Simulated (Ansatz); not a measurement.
# ZrC: the cost of one run

Method: DFT r2SCAN, scalar-relativistic, plane waves, PAW, in Ansatz 0.2.0.

2 further runs of the same task are left out: 2 that didn't finish.

## (1) The system as given

Symmetry: Fm-3m, No. 225, cubic system. Conventional cell: a = 4.709 Å, b = 4.709 Å, c = 4.709 Å, α = 90.00°, β = 90.00°, γ = 90.00°. Zr (site symmetry m-3m) is surrounded by 6 C at 2.35 Å. Around C (site symmetry m-3m) lie 6 Zr at 2.35 Å.

Structure file:

```cif
data_structure
_symmetry_space_group_name_H-M 'Fm-3m'
_symmetry_Int_Tables_number 225
_cell_length_a 4.7086
_cell_length_b 4.7086
_cell_length_c 4.7086
_cell_angle_alpha 90.000
_cell_angle_beta 90.000
_cell_angle_gamma 90.000
_cell_volume 104.40
loop_
_atom_site_label
_atom_site_type_symbol
_atom_site_symmetry_multiplicity
_atom_site_Wyckoff_symbol
_atom_site_fract_x
_atom_site_fract_y
_atom_site_fract_z
_atom_site_occupancy
Zr1 Zr 4 b 0.50000 0.00000 0.00000 1
C1 C 4 a 0.00000 0.00000 0.00000 1
```

The cell was relaxed beforehand at this level, from a distorted copy of a database structure. At a tolerance of 0.05 Å it has space group Fm-3m (No. 225); it has 13.05 Å³/atom, an uncorrected energy of -0.86 eV/atom over the elements and, on its mesh, gap none (metal).

## (2) Level of theory: r2SCAN

The input, input.yaml:

```yaml
crystal:
  lattice:
    - [0.0, 2.3543208051, 2.3543208051]
    - [2.3543208051, 0.0, 2.3543208051]
    - [2.3543208051, 2.3543208051, 0.0]
  atoms:
    - { symbol: Zr, position: [0.5, 0.5, 0.5] }
    - { symbol: C, position: [0.0, 0.0, 0.0] }
basis:
  ecutwfc: 500
kpoints:
  mp_grid: { grid: [20, 20, 20] }
  band_path:
    path:
      - [[0.0, 0.0, 0.0], [0.5, 0.0, 0.5], [0.625, 0.25, 0.625]]
      - [[0.375, 0.375, 0.75], [0.0, 0.0, 0.0], [0.5, 0.5, 0.5], [0.5, 0.25, 0.75], [0.5, 0.0, 0.5]]
    npoints: 14
hamiltonian:
  xc: r2scan
scf:
  occupations: { method: gaussian, width: 0.1 }
  n_extra_bands: 6
output:
  forces: true
  stress: true
  eigenvalues: true
  populations: true
  dos: { projected: true, de: 0.02, nscf_kmesh: { grid: [24, 24, 24] } }
  bader: true
```

The run is started by

```
$ ansatz run input.yaml --threads 1 --pin off --max-ram 2560MiB --backend cpu --events-out ev --progress --plain --runs-dir out
```

Q: Estimate wall time and peak memory on 1 thread of Arm Neoverse V2, shared host.

About 26 s, with a peak of 0.45 GiB.
